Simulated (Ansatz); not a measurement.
MoS₂, space group P-6m2, a displacement scan with seeded SCF runs

Run with Ansatz 0.2.0, Python API.

Script `walk_mos2.py`:
```python
"""Move one atom of MoS2 step by step, each SCF seeded by the last."""

import warnings

import ansatz as az
import numpy as np

warnings.simplefilter("ignore", az.DeckWarning)

lattice = az.Lattice.of(
    (3.184126, 0.0, 0.0),
    (-1.592063, 2.757534, 0.0),
    (0.0, 0.0, 17.3346),
)
sites = [
    ("Mo", (0.0, 0.0, 0.0)),
    ("S", (1 / 3, 2 / 3, 0.089493)),
    ("S", (1 / 3, 2 / 3, 0.910507)),
]
xtal = az.Crystal(lattice=lattice)
for symbol, position in sites:
    xtal = xtal.atom(symbol, position)

start = np.array(xtal.resolved().sites[0].position)
previous, rows = None, []
for step in range(6):
    target = start + step * 0.005 * np.eye(3)[1]
    setup = (
        xtal.move(0, to=target).calculation()
        .functional(az.Functional.PBESOL)
        .pseudopotentials("paw")
        .kpoints(spacing=0.42)
        .occupations("Fermi-Dirac", width=0.1)
        .forces()
    )
    session = setup.session()
    if previous is not None:
        session.seed_next_step(previous)
    previous = session.plan(retain="density").execute()
    data = previous.report
    shift = float(np.linalg.norm((target - start) @ np.array(data["lattice"]["cell_ang"])))
    rows.append((step, shift, data["lagrangian_ev"], float(np.linalg.norm(data["forces_ev_ang"][0])), data["n_iterations"], data["n_symmetry_ops"]))
rows = [(row[0], row[1], 1000 * (row[2] - rows[0][2]), *row[3:]) for row in rows]
print("          step         moved A          dE meV  force on it eV/A      iterations  symmetry operations")
for row in rows:
    print(f"{str(row[0]):>14s}  {row[1]:14.4f}  {row[2]:14.3f}  {row[3]:16.4f}  {row[4]:14d}  {row[5]:19d}")
```

Running `python walk_mos2.py` prints:
```text
          step         moved A          dE meV  force on it eV/A      iterations  symmetry operations
             0          0.0000           0.000            0.0000               7                   12
             1          0.0159           2.533            0.3182               7                    2
             2          0.0318          10.129            0.6360               6                    2
             3          0.0478          22.780            0.9532               6                    2
             4          0.0637          40.471            1.2692               7                    2
             5          0.0796          63.182            1.5839               6                    2
```

Caveats:
- Spin is left out of this run.
- The cell holds layers, chains or clusters in vacuum, no bulk phase.
- The structure comes from a database of computed cells and needn't be a stable or known phase.
- The first step keeps the crystal's symmetry; the moved atom lowers it.
- Wall time of the script: 17 s on 1 thread of Arm Neoverse V2, on a shared host, peak memory 0.42 GiB.
